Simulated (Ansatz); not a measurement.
**F2H3NSi (built from SMILES N[SiH](F)F): a reaction path by the nudged elastic band**

Aim: the minimum-energy path between two given structures and its highest point. Both ends were relaxed at PBE0-D4 in triple zeta.

The runs use Ansatz 0.2.0, Gaussian basis; PBE0-D4/def2-SVP.

16 further runs of the same task are left out: 16 set aside as unsound or not needed.

## 1. Where the work starts

The first end: 7 atoms, charge 0, spin multiplicity 1.

Atoms are counted from 1 here; the program's logs count them from 0.

Bond lengths: Si1–N2 1.684 Å, Si1–H3 1.470 Å, Si1–F4 1.586 Å, Si1–F5 1.591 Å, N2–H6 1.007 Å, N2–H7 1.006 Å. Angles: N2–Si1–H3 110.9°, N2–Si1–F4 108.1°, N2–Si1–F5 114.7°, H3–Si1–F4 111.4°, H3–Si1–F5 107.0°, F4–Si1–F5 104.6°, Si1–N2–H6 122.6°, Si1–N2–H7 121.5°, H6–N2–H7 112.3°.

Geometry (Å):

```xyz
7
charge 0, multiplicity 1
Si   -0.5924   -0.2326   -0.0192
N     1.0262    0.2297    0.0179
H    -0.8046   -1.3234   -0.9814
F    -1.0137   -0.6653    1.4475
F    -1.6083    0.9301   -0.4015
H     1.4121    0.7934    0.7572
H     1.5807    0.2679   -0.8206
```

The second end:

```mol
F2H3NSi
  3D, bonds by distance, orders not assigned

  7  5  0  0  0  0  0  0  0  0999 V2000
   -1.3854   -0.1872   -0.1110 Si  0  0
    0.6913   -0.1833   -0.3275 N   0  0
    1.0851   -1.1159   -0.2588 H   0  0
   -1.1366   -0.5724    1.4635 F   0  0
   -1.2919    1.4459    0.0054 F   0  0
    1.0557    0.3822    0.4355 H   0  0
    0.9818    0.2306   -1.2073 H   0  0
  1  4  8  0
  1  5  8  0
  2  3  8  0
  2  6  8  0
  2  7  8  0
M  END
```

## 2. The band at PBE0-D4/def2-SVP

The input, neb/in.yaml:

```yaml
crystal:
  periodic: [false, false, false]
  atoms:
    - {symbol: Si, position_ang: [-0.592428, -0.232569, -0.019234]}
    - {symbol: N, position_ang: [1.026239, 0.229706, 0.017881]}
    - {symbol: H, position_ang: [-0.804554, -1.323375, -0.981393]}
    - {symbol: F, position_ang: [-1.013739, -0.665350, 1.447526]}
    - {symbol: F, position_ang: [-1.608288, 0.930103, -0.401454]}
    - {symbol: H, position_ang: [1.412084, 0.793444, 0.757164]}
    - {symbol: H, position_ang: [1.580689, 0.267939, -0.820592]}
basis:
  gaussian: {orbitals: def2-SVP}
hamiltonian: {xc: pbe0, dispersion: d4}
neb:
  images: 5
  climbing: true
  max_iterations: 40
  initial_path: idpp
  final_atoms:
    - {symbol: Si, position_ang: [-1.385374, -0.187210, -0.111014]}
    - {symbol: N, position_ang: [0.691259, -0.183281, -0.327504]}
    - {symbol: H, position_ang: [1.085113, -1.115938, -0.258764]}
    - {symbol: F, position_ang: [-1.136637, -0.572358, 1.463489]}
    - {symbol: F, position_ang: [-1.291867, 1.445855, 0.005417]}
    - {symbol: H, position_ang: [1.055659, 0.382199, 0.435537]}
    - {symbol: H, position_ang: [0.981848, 0.230633, -1.207262]}
```

The run is started by

```sh
$ ansatz run in.yaml --threads 2 --pin off --events-out ev --progress --plain --max-ram 4352MiB
```

Standard output, cut to the lines that bear on the results:

```text
Functional definition: PBE0
  name "PBE0"
  cite "Adamo & Barone, J. Chem. Phys. 110, 6158 (1999) doi:10.1063/1.478522"
  cite "Perdew, Burke & Ernzerhof, Phys. Rev. Lett. 77, 3865 (1996) doi:10.1103/PhysRevLett.77.3865"
  parent pbe
[...]
761 factors; integrals over basis functions are off by at most 4.0e-4 eV
[...]
mean field -14836.15181090 eV, -545.2185227457 hartree, gradient 1.8e-5 eV, S^2 0.000000; 0 other end points of the search recorded, 0 dependent functions left out
[...]
reference -14836.15183145 eV, -545.2185235010 hartree; 21, 21 occupied and 54, 54 virtual orbitals, 761 factors
[... from here to the last solve, the lines of the solves are left out (103 solves) ...]
WARN: NEB end point (image 0): max|allowed force component| = 9.701e-1 eV/Å (the criterion of neb.relax_end_points is 1.000e-2). That is over neb.f_tol: it is no minimum, so the barrier can be far off. Relax it first
WARN: NEB end point (image 6): max|allowed force component| = 6.426e-1 eV/Å (the criterion of neb.relax_end_points is 1.000e-2). That is over neb.f_tol: it is no minimum, so the barrier can be far off. Relax it first
NEB iter   1: max|band force component| = 4.906e0 eV/Å  barrier→ = 4.0083 eV  barrier← = 2.8202 eV  Δτ_max = 0.2000 Å  (173 SCF iters)
[...]
NEB iter   4: max|band force component| = 8.500e-1 eV/Å  barrier→ = 3.0607 eV  barrier← = 1.8725 eV  Δτ_max = 0.0859 Å  (138 SCF iters)
[...]
NEB iter   7: max|band force component| = 2.069e-1 eV/Å  barrier→ = 3.1108 eV  barrier← = 1.9226 eV  CI = image 3  Δτ_max = 0.0863 Å  (133 SCF iters)
[...]
NEB iter  10: max|band force component| = 7.965e-2 eV/Å  barrier→ = 3.1075 eV  barrier← = 1.9193 eV  CI = image 3  Δτ_max = 0.0260 Å  (131 SCF iters)
NEB iter  11: max|band force component| = 6.401e-2 eV/Å  barrier→ = 3.1074 eV  barrier← = 1.9192 eV  CI = image 3  Δτ_max = 0.0171 Å  (119 SCF iters)
[...]
NEB iter  12: max|band force component| = 2.560e-2 eV/Å  barrier→ = 3.1073 eV  barrier← = 1.9191 eV  CI = image 3  Δτ_max = 0.0000 Å  (1042 SCF iters)
Total energy: -14833.13619011 eV, -545.1077007258 hartree
Atom 0 at    -0.994161    -0.171992     0.062323 Å, force    -0.003183     0.002404     0.002741 eV/Å
Atom 1 at     0.834213    -0.055266    -0.238222 Å, force     0.000189     0.001536    -0.007674 eV/Å
Atom 2 at     0.053617    -1.174991    -0.652654 Å, force     0.000773    -0.000579     0.000451 eV/Å
Atom 3 at    -0.980303    -0.259638     1.689223 Å, force    -0.000586     0.000473     0.001075 eV/Å
Atom 4 at    -1.620345     1.294668    -0.268054 Å, force     0.000303    -0.003047     0.000496 eV/Å
Atom 5 at     1.546621    -0.035082     0.498004 Å, force    -0.001500    -0.001516     0.001680 eV/Å
Atom 6 at     1.160361     0.402198    -1.090723 Å, force     0.004004     0.000729     0.001230 eV/Å
Dipole moment:     0.668202    -0.077678    -0.277608 e Å
```

It took 99 s on 2 threads of Arm Neoverse V2, shared host.

The last band:

```tsv
image	path (Å)	energy (eV)	N2–H3 (Å)	Si1–N2 (Å)	Si1–H3 (Å)
0	0.00	0.000	2.60	1.68	1.47
1	0.69	0.015	2.66	1.69	1.48
2	1.37	1.076	2.11	1.69	1.47
3	2.06	3.107	1.43	1.86	1.62
4	2.74	1.474	1.03	2.09	2.23
5	3.42	1.170	1.02	2.11	2.72
6	4.10	1.188	1.01	2.09	2.64
```

The highest image, 3:

```xyz
7
F2H3NSi
Si   -0.9942   -0.1720    0.0623
N     0.8342   -0.0553   -0.2382
H     0.0536   -1.1750   -0.6527
F    -0.9803   -0.2596    1.6892
F    -1.6203    1.2947   -0.2681
H     1.5466   -0.0351    0.4980
H     1.1604    0.4022   -1.0907
```

## 3. Results

```
                                                                       quantity                                           value
                                                PBE0-D4/def2-SVP, 12 iterations  highest 3.107 eV (image 3), last end +1.188 eV
from earlier runs: barrier over the separately found saddle, CCSD(T)/def2-TZVPP                                        3.428 eV
```

The highest image lies 3.107 eV above the first end, and it climbed, so it estimates the saddle. The ends are not quite minima at this level (largest force component 0.97 eV/Å), so the heights are unreliable: relaxing the first end would lower it and raise the barrier above it. The highest image is 0.321 eV below the CCSD(T) barrier in triple zeta, which comes from separate runs on the saddle.
